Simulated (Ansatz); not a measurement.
Predict the output of the script below (Ansatz 0.2.0 through its Python package).

Script `clfh2o2sn_methods.py`:
```python
"""One geometry of ClFH2O2Sn, method by method."""

from pathlib import Path

import ansatz as az
import numpy as np

params = {
    "basis_set": "def2-SVP",
}

geometry_ang = [
    ("O", (-1.2449, 0.1786, 1.1391)),
    ("Sn", (0.0726, 0.0736, -0.2971)),
    ("O", (1.7761, -0.4488, 0.4928)),
    ("F", (-0.4, -1.2558, -1.5914)),
    ("Cl", (0.313, 2.1486, -1.394)),
    ("H", (-2.1066, 0.5523, 0.6555)),
    ("H", (1.6512, -1.3165, 0.9494)),
]
mol = az.Crystal.molecule()
for symbol, xyz in geometry_ang:
    mol = mol.atom(symbol, xyz)

model = mol.calculation().basis(gaussian=params["basis_set"]).scf(lower_state_search="light")

print("functional    E (Ha)        dipole (D)   HOMO (eV)  LUMO (eV)")
for name in ["lc_wpbe", "lda", "r2scan", "hse06"]:
    r = model.functional(name).forces().orbitals().run(threads=1, runs_dir="runs").report
    lines = Path(r["orbitals_path"]).read_text().splitlines()
    field_of = lambda key: [line.split("=")[1].strip() for line in lines if line.startswith(key)]
    orbitals = [(27.211386 * float(e), s, float(n)) for e, s, n in zip(field_of("Ene="), field_of("Spin="), field_of("Occup="))]
    homo = max(e for e, _, n in orbitals if n > 0.5)
    lumo = min(e for e, _, n in orbitals if n < 0.5)
    dipole = 4.803205 * np.linalg.norm(r["charge_distribution"]["dipole_moment_e_ang"])
    print(f"{name:10s} {r['free_energy_ev'] / 27.211386246:14.6f} {dipole:9.3f} {homo:11.3f} {lumo:10.3f}")
```

```console
$ python clfh2o2sn_methods.py
functional    E (Ha)        dipole (D)   HOMO (eV)  LUMO (eV)
lc_wpbe       -925.494944     1.913     -12.288     -0.290
lda           -922.189609     1.815      -7.718     -3.758
r2scan        -925.668224     1.871      -8.088     -3.367
hse06         -925.308319     1.826      -9.017     -3.001
```

Reading the output:
- These settings explore the input space; basis and method may be short of convergence.
- The geometry is a force-field or estimated start, not a minimum of this method, and the basis set is short of its limit. A lower total doesn't mark the better method: functionals have no common bound, and MP2 and coupled cluster aren't variational.
- def2 sets replace the cores of elements past krypton by effective core potentials.
- Levels such as HOMO and LUMO are orbital energies: with these approximate functionals they aren't the ionisation energy and electron affinity, and their gap isn't the fundamental gap.
- hse06 follows the composition of plane-wave codes, whose totals differ by tens of mHa, up to about 0.1 Ha, from the form usual in Gaussian-basis programs (wpbeh).
- Run time: 14 s on 1 thread of Intel(R) Xeon(R) Processor @ 2.30GHz, on a shared host, peak memory 0.34 GiB.
